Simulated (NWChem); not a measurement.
# C2H3NSi (SMILES N#C[C][SiH3]): levels of theory compared

Aim: a comparison of 4 runs (UHF/STO-3G, UHF/3-21G, UB3LYP/6-31G*) of C2H3NSi. 

The results are computed with NWChem 7.3.0.

### 1 The structure to begin with

C2H3NSi has 7 atoms, charge 0, and is taken as a triplet. SMILES: `N#C[C][SiH3]`. The coordinates come from a GFN2-xTB relaxation.

Bond lengths: N1–C2 1.188 Å, C2–C3 1.292 Å, C3–Si4 1.827 Å, Si4–H5 1.465 Å, Si4–H6 1.465 Å, Si4–H7 1.465 Å. Angles: N1–C2–C3 179.8°, C2–C3–Si4 179.5°, C3–Si4–H5 107.6°, C3–Si4–H6 107.6°, C3–Si4–H7 107.5°, H5–Si4–H6 111.3°, H5–Si4–H7 111.3°, H6–Si4–H7 111.3°.

### 2 Energy and gradient at UHF/STO-3G (run 1)

Input file c2h3nsi.nw:

```
start c2h3nsi
memory total 2200 mb

geometry units angstrom noautosym nocenter noautoz
  N      1.767780    -2.046510     1.663930
  C      1.105540    -1.279570     1.043060
  C      0.389550    -0.442360     0.367860
  Si    -0.630420     0.729400    -0.593680
  H      0.271350     1.723710    -1.179810
  H     -1.580440     1.353400     0.330650
  H     -1.323360    -0.038070    -1.632000
end

basis spherical bse
  * library STO-3G
end

scf
  nopen 2
  uhf
  thresh 1e-08
  maxiter 80
end

task scf gradient
```

The run is started by

```sh
nwchem c2h3nsi.nw > c2h3nsi.out
```

The log of the run:

```text
[...]
  functions       =    27
[...]
  wavefunction    = UHF
[...]
         Total SCF energy =   -415.829521309065
      One electron energy =   -806.989282945141
      Two electron energy =    273.996595729845
 Nuclear repulsion energy =    117.163165906232
                       Sz =      1.0000
                 Sz(Sz+1) =      2.0000
                      S^2 =      2.4267
[...]
                         UHF ENERGY GRADIENTS
    atom               coordinates                        gradient
                 x          y          z           x          y          z
   1 N       3.340620  -3.867343   3.144372   -0.076453   0.088735  -0.071806
   2 C       2.089168  -2.418037   1.971098    0.059462  -0.069009   0.055882
   3 C       0.736143  -0.835939   0.695155    0.017953  -0.020924   0.016773
   4 Si     -1.191321   1.378366  -1.121893    0.006790  -0.007394   0.006421
   5 H       0.512777   3.257340  -2.229518    0.015930   0.014333  -0.008046
   6 H      -2.986599   2.557555   0.624838   -0.013914   0.008487   0.016288
   7 H      -2.500788  -0.071942  -3.084033   -0.009768  -0.014228  -0.015512
[...]
```

Run time: 3.9 s. Hardware: 1 thread of Intel Xeon Platinum 8259CL at 2.50GHz (Skylake/Cascade Lake), shared host; peak memory 0.1 GiB.

### 3 Energy and gradient at UHF/3-21G (run 2)

Input file c2h3nsi.nw:

```
start c2h3nsi
title "C2H3NSi hf"
memory stack 880 mb heap 220 mb global 1100 mb

geometry noautosym nocenter noautoz
   N        1.767780      -2.046510       1.663930
   C        1.105540      -1.279570       1.043060
   C        0.389550      -0.442360       0.367860
   Si      -0.630420       0.729400      -0.593680
   H        0.271350       1.723710      -1.179810
   H       -1.580440       1.353400       0.330650
   H       -1.323360      -0.038070      -1.632000
end

basis spherical bse
   * library 3-21G
end

scf
   triplet
   uhf
   thresh 1e-08
   maxiter 80
end

task scf gradient
```

The run is started by

```sh
nwchem c2h3nsi.nw > c2h3nsi.out
```

The log of the run:

```text
[...]
  functions       =    46
[...]
  wavefunction    = UHF
[...]
         Total SCF energy =   -418.527305226748
      One electron energy =   -807.536168925019
      Two electron energy =    271.845697792039
 Nuclear repulsion energy =    117.163165906232
                       Sz =      1.0000
                 Sz(Sz+1) =      2.0000
                      S^2 =      2.3503
[...]
                         UHF ENERGY GRADIENTS
    atom               coordinates                        gradient
                 x          y          z           x          y          z
   1 N       3.340620  -3.867343   3.144372   -0.026054   0.030607  -0.024633
   2 C       2.089168  -2.418037   1.971098    0.019552  -0.023661   0.018700
   3 C       0.736143  -0.835939   0.695155   -0.005625   0.007125  -0.005565
   4 Si     -1.191321   1.378366  -1.121893    0.004893  -0.005544   0.004616
   5 H       0.512777   3.257340  -2.229518   -0.002220  -0.005704   0.003766
   6 H      -2.986599   2.557555   0.624838    0.005241  -0.004106  -0.002331
   7 H      -2.500788  -0.071942  -3.084033    0.004212   0.001282   0.005448
[...]
```

It took 3.9 s on 1 thread of Intel Xeon Platinum 8259CL at 2.50GHz (Skylake/Cascade Lake), shared host; peak memory 0.099 GiB.

Run 3 isn't shown in full; the table further down has it.

### 4 Energy and gradient at UB3LYP/6-31G(d) (Cartesian functions) (run 4)

Input file c2h3nsi.nw:

```
start c2h3nsi
title "C2H3NSi gradient"
memory total 2200 mb

geometry units angstroms noautosym nocenter noautoz
  N     1.767780   -2.046510    1.663930
  C     1.105540   -1.279570    1.043060
  C     0.389550   -0.442360    0.367860
  Si   -0.630420    0.729400   -0.593680
  H     0.271350    1.723710   -1.179810
  H    -1.580440    1.353400    0.330650
  H    -1.323360   -0.038070   -1.632000
end

basis
  * library 6-31G*
end

dft
  xc b3lyp
  mult 3
  grid xfine
  convergence energy 1e-08
  iterations 100
  mulliken
  noprint "final vectors analysis"
end

task dft gradient
```

The run is started by

```sh
nwchem c2h3nsi.nw > c2h3nsi.out
```

The log of the run:

```text
[...]
          Wavefunction type:  spin polarized.
          No. of atoms     :     7
          No. of electrons :    36
[...]
          Charge           :     0
          Spin multiplicity:     3
[...]
          AO basis - number of functions:    70
[...]
              XC Information
              --------------
                         B3LYP Method XC Potential
                     Hartree-Fock (Exact) Exchange  0.200
                        Slater Exchange Functional  0.800 local
                    Becke 1988 Exchange Functional  0.720 non-local
              Lee-Yang-Parr Correlation Functional  0.810
                  VWN I RPA Correlation Functional  0.190 local
[...]
 d= 0,ls=0.0,diis     1   -422.0385881485 -5.39D+02  1.51D-02  1.79D-01     4.3
[...]
 d= 0,ls=0.0,diis    13   -422.1386944553 -2.76D-09  5.97D-07  5.06D-10    53.9
[...]
         Total DFT energy =     -422.138694455287
      One electron energy =     -811.171129202853
           Coulomb energy =      311.591274363880
    Exchange-Corr. energy =      -39.722005522545
 Nuclear repulsion energy =      117.163165906232
[...]
      Total Density - Mulliken Population Analysis
     ---------------------------------------------
    Atom       Charge   Shell Charges
 -----------   ------   -------------------------------------------------------
    1 N    7     7.47   1.99  0.85  2.24  1.16  1.25 -0.03
    2 C    6     5.64   1.99  0.72  2.05  0.42  0.47 -0.01
    3 C    6     6.06   1.99  0.72  1.93  0.78  0.64 -0.01
    4 Si  14    13.69   2.00  1.99  5.96  1.05  1.98  0.22  0.33  0.16
    5 H    1     1.04   0.51  0.53
    6 H    1     1.04   0.51  0.53
    7 H    1     1.04   0.51  0.53
[...]
      <S2> =      2.0466 (Exact =     2.0000)
[...]
  wavefunction    = open shell
                         DFT ENERGY GRADIENTS
    atom               coordinates                        gradient
                 x          y          z           x          y          z
   1 N       3.340620  -3.867343   3.144372   -0.020986   0.024549  -0.019814
   2 C       2.089168  -2.418037   1.971098    0.006972  -0.008468   0.006719
   3 C       0.736143  -0.835939   0.695155    0.013833  -0.015859   0.012880
   4 Si     -1.191321   1.378366  -1.121893   -0.007129   0.008416  -0.006738
   5 H       0.512777   3.257340  -2.229518   -0.002743  -0.006081   0.003956
   6 H      -2.986599   2.557555   0.624838    0.005606  -0.004315  -0.002860
   7 H      -2.500788  -0.071942  -3.084033    0.004446   0.001757   0.005858
[...]
```

Run time: 63 s. Hardware: 1 thread of Intel Xeon Platinum 8259CL at 2.50GHz (Skylake/Cascade Lake), shared host; peak memory 0.14 GiB.

### 5 All runs side by side

```tsv
run	level	iteration cap	module	energy (Eh)	dipole moment (D)	HOMO energy (eV)	LUMO energy (eV)	wall time
1	UHF/STO-3G	80	scf	-415.829521	3.53	-9.33	6.82	3.9 s
2	UHF/3-21G	80	scf	-418.527305	3.33	-11.37	1.92	3.9 s
3	UB3LYP/6-31G* (spherical functions)	100	dft	-422.133509	3.49	-7.18	-3.52	57 s
4	UB3LYP/6-31G* (Cartesian functions)	100	dft	-422.138694	3.50	–	–	63 s
```

### 6 Outcome

```
                       quantity          value
            run 4: total energy  -422.13869 Eh
           run 4: dipole moment         3.50 D
                    run 4: ⟨S²⟩          2.047
run 4: largest force on an atom     1.948 eV/Å
```

**Reading.** The dipole moment (its size) runs from 3.33 D (UHF/3-21G) to 3.53 D (UHF/STO-3G). In run 1 the basis is minimal, so the values are rough. Spin contamination of the reference: run 1 ⟨S²⟩ = 2.43, run 2 ⟨S²⟩ = 2.35. All runs together took 2.1 min, the longest 63 s.
